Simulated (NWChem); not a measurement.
# AlH2Br (SMILES [AlH2][Br]): levels of theory compared

Aim: a comparison of 6 runs (TDA-PBE/3-21G, TDA-PBE/6-311G**, TDA-PBE/6-31G, TDA-PBE/STO-3G, TDA-PBE/6-31G*, TDA-PBE/6-31G**) of AlH2Br. 

The results are computed with NWChem 7.3.0.

## Step 1: The system as given

AlH2Br has 4 atoms, charge 0, and is taken as a singlet. SMILES: `[AlH2][Br]`. The coordinates come from a PBE0-D4/def2-TZVP relaxation.

Bond lengths: Al1–Br2 2.256 Å, Al1–H3 1.576 Å, Al1–H4 1.576 Å. Angles: Br2–Al1–H3 117.6°, Br2–Al1–H4 117.6°, H3–Al1–H4 124.9°.

## Step 2: The vertical excitations at TDA-PBE/3-21G (run 1)

Contents of calc.nw:

```
start calc
memory stack 880 mb heap 220 mb global 1100 mb

geometry units angstroms noautosym nocenter noautoz
  Al   -0.148300   -0.064700   -0.110300
  Br    1.684900    0.496600    1.079700
  H    -0.561600   -1.584800   -0.139200
  H    -0.919700    1.092700   -0.850400
end

basis spherical bse
  * library 3-21G
end

dft
  xc xpbe96 cpbe96
  grid fine
  convergence energy 1e-08
  iterations 100
  mulliken
  print low
end

tddft
  cis
  nroots 4
  notriplet
end

task tddft energy
```

Started as:

```bash
$ nwchem calc.nw > calc.out
```

What it wrote:

```text
[...]
 d= 0,ls=0.0,diis     1  -2803.5081204724 -2.93D+03  2.70D-02  2.54D-01     0.6
[...]
 d= 0,ls=0.0,diis     8  -2803.5429135674  3.58D-09  5.57D-06  3.25D-08     3.2
         Total DFT energy =    -2803.542913567434
      One electron energy =    -4160.534521177994
           Coulomb energy =     1340.332193055810
    Exchange-Corr. energy =     -110.203923381276
 Nuclear repulsion energy =      126.863337936027
[...]
      Total Density - Mulliken Population Analysis
     ---------------------------------------------
    Atom       Charge   Shell Charges
 -----------   ------   -------------------------------------------------------
    1 Al  13    12.47   2.00  1.98  5.86  0.78  1.21  0.34  0.30
    2 Br  35    35.27   2.00  2.00  5.99  2.00  5.95  0.83  2.37  1.19  2.94 10.00
    3 H    1     1.13   0.41  0.72
    4 H    1     1.13   0.41  0.72
[...]
         Spin multiplicity :       1
[...]
              XC Information
              --------------
   PerdewBurkeErnzerhof Exchange Functional   1.00
     Perdew 1991 LDA Correlation Functional   1.00 local
    PerdewBurkeErnz. Correlation Functional   1.00 non-local
[...]
         Wavefunction type : Restricted singlets
          No. of electrons :      50
[...]
  Root   1 singlet a              0.155381706 a.u.                4.2282 eV
[...]
     Dipole Oscillator Strength                    0.0000000000
[...]
     Total Oscillator Strength                     0.0000008904
[...]
  Root   2 singlet a              0.203065464 a.u.                5.5257 eV
[...]
  Root   3 singlet a              0.210398738 a.u.                5.7252 eV
[...]
     Dipole Oscillator Strength                    0.0000000003
[...]
     Total Oscillator Strength                     0.0000018463
[...]
  Root   4 singlet a              0.214838153 a.u.                5.8460 eV
[...]
     Dipole Oscillator Strength                    0.0058084192
[...]
     Total Oscillator Strength                     0.0058124964
[...]
```

It took 9 s on 1 thread of Intel Xeon Platinum 8488C (Sapphire Rapids), shared host; peak memory 0.11 GiB.

The roots found:

| excited state | energy (eV) | strength | label |
| --- | --- | --- | --- |
| 1 | 4.228 | 0.0000 | singlet a |
| 2 | 5.526 | 0.0970 | singlet a |
| 3 | 5.725 | 0.0000 | singlet a |
| 4 | 5.846 | 0.0058 | singlet a |

## Step 3: The vertical excitations at TDA-PBE/6-311G(d,p) (run 2)

Contents of albrh2.nw:

```
start albrh2
title "AlBrH2"
memory stack 880 mb heap 220 mb global 1100 mb
charge 0

geometry noautosym nocenter noautoz
  Al    -0.148300    -0.064700    -0.110300
  Br     1.684900     0.496600     1.079700
  H     -0.561600    -1.584800    -0.139200
  H     -0.919700     1.092700    -0.850400
end

basis spherical bse
  * library 6-311G**
end

dft
  xc xpbe96 cpbe96
  grid fine
  convergence energy 1e-08
  iterations 100
  mulliken
  print low
end

tddft
  cis
  nroots 4
  notriplet
end

task tddft
```

Started as:

```bash
$ nwchem albrh2.nw > albrh2.out
```

What it wrote:

```text
[...]
 d= 0,ls=0.0,diis     1  -2817.2273169767 -2.94D+03  9.84D-03  5.07D+00     1.6
[...]
 d= 0,ls=0.0,diis    10  -2817.2702588561 -3.08D-09  1.57D-07  4.00D-10    11.0
         Total DFT energy =    -2817.270258856056
      One electron energy =    -4173.731905204101
           Coulomb energy =     1339.787261030135
    Exchange-Corr. energy =     -110.188952618117
 Nuclear repulsion energy =      126.863337936027
[...]
      Total Density - Mulliken Population Analysis
     ---------------------------------------------
    Atom       Charge   Shell Charges
 -----------   ------   -------------------------------------------------------
    1 Al  13    12.43   0.79  1.18  0.97  1.02  0.86  0.26  2.13  3.76  0.61  0.64  0.07  0.13
    2 Br  35    35.28   0.75  1.21  1.19  0.80  1.01  1.02  1.31  0.69  0.48  5.50  4.82  1.09  0.87  2.98  1.57  7.73  2.14  0.15
    3 H    1     1.14   0.24  0.57  0.33  0.01
    4 H    1     1.14   0.24  0.57  0.33  0.01
[...]
         Spin multiplicity :       1
[...]
              XC Information
              --------------
   PerdewBurkeErnzerhof Exchange Functional   1.00
     Perdew 1991 LDA Correlation Functional   1.00 local
    PerdewBurkeErnz. Correlation Functional   1.00 non-local
[...]
         Wavefunction type : Restricted singlets
          No. of electrons :      50
[...]
  Root   1 singlet a              0.166628855 a.u.                4.5342 eV
[...]
     Dipole Oscillator Strength                    0.0000000001
[...]
     Total Oscillator Strength                     0.0000010101
[...]
  Root   2 singlet a              0.203522649 a.u.                5.5381 eV
[...]
  Root   3 singlet a              0.208827732 a.u.                5.6825 eV
[...]
     Dipole Oscillator Strength                    0.0000000011
[...]
     Total Oscillator Strength                     0.0000016832
[...]
  Root   4 singlet a              0.220343197 a.u.                5.9958 eV
[...]
     Dipole Oscillator Strength                    0.0095428208
[...]
     Total Oscillator Strength                     0.0095462822
[...]
```

Run time: 39 s. Hardware: 1 thread of Intel Xeon Platinum 8488C (Sapphire Rapids), shared host; peak memory 0.11 GiB.

The roots found:

| excited state | energy (eV) | strength | label |
| --- | --- | --- | --- |
| 1 | 4.534 | 0.0000 | singlet a |
| 2 | 5.538 | 0.0675 | singlet a |
| 3 | 5.682 | 0.0000 | singlet a |
| 4 | 5.996 | 0.0095 | singlet a |

Runs 3 to 5 aren't shown in full; the table further down has their settings and results.

## Step 4: The excited states at TDA-PBE/6-31G(d,p) (spherical functions) (run 6)

Contents of m1.xyz:

```xyz
4
AlBrH2 excited
Al    -0.148300    -0.064700    -0.110300
Br     1.684900     0.496600     1.079700
H     -0.561600    -1.584800    -0.139200
H     -0.919700     1.092700    -0.850400
```

Contents of m1.nw:

```
start m1
title "AlBrH2 excited"
memory stack 880 mb heap 220 mb global 1100 mb

geometry units angstroms noautosym nocenter noautoz
 load format xyz m1.xyz
end

basis "ao basis" spherical bse
 * library 6-31G**
end

dft
 xc xpbe96 cpbe96
 grid fine
 convergence energy 1e-08
 iterations 100
 mulliken
 noprint "final vectors analysis"
end

tddft
 cis
 nroots 4
 notriplet
end

task tddft energy
```

Started as:

```bash
$ nwchem m1.nw > m1.out
```

What it wrote:

```text
[...]
          Wavefunction type:  closed shell.
          No. of atoms     :     4
          No. of electrons :    50
[...]
          Charge           :     0
          Spin multiplicity:     1
[...]
          AO basis - number of functions:    60
[...]
              XC Information
              --------------
          PerdewBurkeErnzerhof Exchange Functional  1.000
            Perdew 1991 LDA Correlation Functional  1.000 local
           PerdewBurkeErnz. Correlation Functional  1.000 non-local
[...]
 d= 0,ls=0.0,diis     1  -2816.9448360733 -2.94D+03  1.60D-02  2.48D-01     2.4
[...]
 d= 0,ls=0.0,diis     8  -2816.9744506612  3.80D-09  4.32D-06  4.13D-08    10.4
         Total DFT energy =    -2816.974450661241
      One electron energy =    -4172.812873871194
           Coulomb energy =     1339.141043316417
    Exchange-Corr. energy =     -110.165958042491
 Nuclear repulsion energy =      126.863337936027
[...]
      Total Density - Mulliken Population Analysis
     ---------------------------------------------
    Atom       Charge   Shell Charges
 -----------   ------   -------------------------------------------------------
    1 Al  13    12.63   2.00  2.00  5.96  0.94  1.21  0.20  0.19  0.14
    2 Br  35    35.23   2.00  2.00  6.00  2.00  5.98  1.64  3.85  0.31  1.43  6.94  2.91  0.16
    3 H    1     1.07   0.48  0.58  0.00
    4 H    1     1.07   0.48  0.58  0.00
[...]
  Root   1 singlet a              0.165436645 a.u.                4.5018 eV
[...]
     Dipole Oscillator Strength                    0.0000000001
[...]
     Total Oscillator Strength                     0.0000009681
[...]
  Root   2 singlet a              0.202845795 a.u.                5.5197 eV
[...]
  Root   3 singlet a              0.208780691 a.u.                5.6812 eV
[...]
     Dipole Oscillator Strength                    0.0000000005
[...]
     Total Oscillator Strength                     0.0000017421
[...]
  Root   4 singlet a              0.219822786 a.u.                5.9817 eV
[...]
     Dipole Oscillator Strength                    0.0088819233
[...]
     Total Oscillator Strength                     0.0088853882
[...]
```

It took 35 s on 1 thread of Intel Xeon Platinum 8488C (Sapphire Rapids), shared host; peak memory 0.11 GiB.

The roots found:

| excited state | energy (eV) | strength | label |
| --- | --- | --- | --- |
| 1 | 4.502 | 0.0000 | singlet a |
| 2 | 5.520 | 0.0727 | singlet a |
| 3 | 5.681 | 0.0000 | singlet a |
| 4 | 5.982 | 0.0089 | singlet a |

## Step 5: All runs side by side

| run | level | energy (Eh) | lowest excitation energy (eV) | wall time |
| --- | --- | --- | --- | --- |
| 1 | TDA-PBE/3-21G | -2803.542914 | 4.23 | 9 s |
| 2 | TDA-PBE/6-311G** | -2817.270259 | 4.53 | 39 s |
| 3 | TDA-PBE/6-31G | -2816.876110 | 4.28 | 20 s |
| 4 | TDA-PBE/STO-3G | -2786.155624 | 5.71 | 6.9 s |
| 5 | TDA-PBE/6-31G* (spherical functions) | -2816.973375 | 4.51 | 30 s |
| 6 | TDA-PBE/6-31G** (spherical functions) | -2816.974451 | 4.50 | 35 s |

## Step 6: Summary of results

```
                                                      quantity           value
                      run 6: ground-state or mean-field energy  -2816.97445 Eh
run 6: dipole moment (of the density that the program reports)          1.32 D
                       run 6: lowest singlet excitation energy         4.50 eV
```

Over runs 4, 5, 6 the dipole moment (its size) runs from 1.32 D (TDA-PBE/6-31G*) to 1.93 D (TDA-PBE/STO-3G). In run 4 the basis is minimal, so the values are rough. All runs together took 2.3 min, the longest 39 s.
